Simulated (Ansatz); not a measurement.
# ScGePd: the cost of one run

Computed with Ansatz 0.2.0 (DFT r2SCAN, scalar-relativistic, plane waves, PAW, unless a step's input says otherwise).

**1. Starting point**

The structure is hexagonal, space group P-62m (No. 189). Conventional cell: a = 6.710 Å, b = 6.710 Å, c = 3.945 Å, α = 90.00°, β = 90.00°, γ = 120.00°. Sc (site symmetry m2m) is surrounded by 5 Ge at 2.81 to 2.84 Å and 6 Pd at 2.96 to 3.16 Å. Around Ge (site symmetry -6) lie 3 Pd at 2.57 Å and 6 Sc at 2.81 Å. Ge (site symmetry -62m) has 6 Pd at 2.58 Å and 3 Sc at 2.84 Å in its first shell of neighbours. Around Pd (site symmetry m2m) lie 4 Ge at 2.57 to 2.58 Å and 2 Pd at 2.89 Å.

As a file:

```cif
data_structure
_symmetry_space_group_name_H-M 'P 1'
_symmetry_Int_Tables_number 1
_cell_length_a 6.7100
_cell_length_b 6.7100
_cell_length_c 3.9452
_cell_angle_alpha 90.000
_cell_angle_beta 90.000
_cell_angle_gamma 120.000
_cell_volume 153.83
loop_
_atom_site_label
_atom_site_type_symbol
_atom_site_fract_x
_atom_site_fract_y
_atom_site_fract_z
_atom_site_occupancy
Sc1 Sc 0.00000 0.57697 0.00000 1
Sc2 Sc 0.42303 0.42303 0.00000 1
Sc3 Sc 0.57697 0.00000 0.00000 1
Ge1 Ge 0.33333 0.66667 0.50000 1
Ge2 Ge 0.66667 0.33333 0.50000 1
Ge3 Ge 0.00000 0.00000 0.00000 1
Pd1 Pd 0.00000 0.24844 0.50000 1
Pd2 Pd 0.75156 0.75156 0.50000 1
Pd3 Pd 0.24844 0.00000 0.50000 1
```

It goes back to an entry of the Materials Project, which need not be the stable form.

It is the result of an earlier relaxation at this level (volume 17.09 Å³/atom; gap on the mesh: none (metal)).

**2. Point at V/V0 = 0.97**

Input file input.yaml:

```yaml
crystal:
  lattice:
    - [6.6421769504, 0.0, 0.0]
    - [-3.3210884752, 5.7522939755, 0.0]
    - [0.0, 0.0, 3.9053791362]
  atoms:
    - { symbol: Sc, position: [0.0, 0.5769676139, 0.0] }
    - { symbol: Sc, position: [0.4230323861, 0.4230323861, 0.0] }
    - { symbol: Sc, position: [0.5769676139, 0.0, 0.0] }
    - { symbol: Ge, position: [0.3333333333, 0.6666666667, 0.5] }
    - { symbol: Ge, position: [0.6666666667, 0.3333333333, 0.5] }
    - { symbol: Ge, position: [0.0, 0.0, 0.0] }
    - { symbol: Pd, position: [0.0, 0.2484437534, 0.5] }
    - { symbol: Pd, position: [0.7515562466, 0.7515562466, 0.5] }
    - { symbol: Pd, position: [0.2484437534, 0.0, 0.5] }
basis:
  ecutwfc: 500
kpoints:
  mp_grid: { grid: [6, 6, 10] }
hamiltonian:
  xc: r2scan
scf:
  occupations: { method: gaussian, width: 0.1 }
output:
  forces: true
  stress: true
  eigenvalues: true
relax:
  adjacent_minimum: "off"
  f_tol: 0.01
  max_steps: 30
  cell: { stress_tol: 0.1, fix: [volume] }
```

On the command line:

```bash
> ansatz run input.yaml --threads 2 --pin off --max-ram 5120MiB --backend cpu --events-out ev --progress --plain --runs-dir out
```

**Question.** How long does this run take on 2 threads of Oxide Virtual Turin-like (Zen 5), shared host, and how much memory does it need?

About 1.7 min, with a peak of 1 GiB.
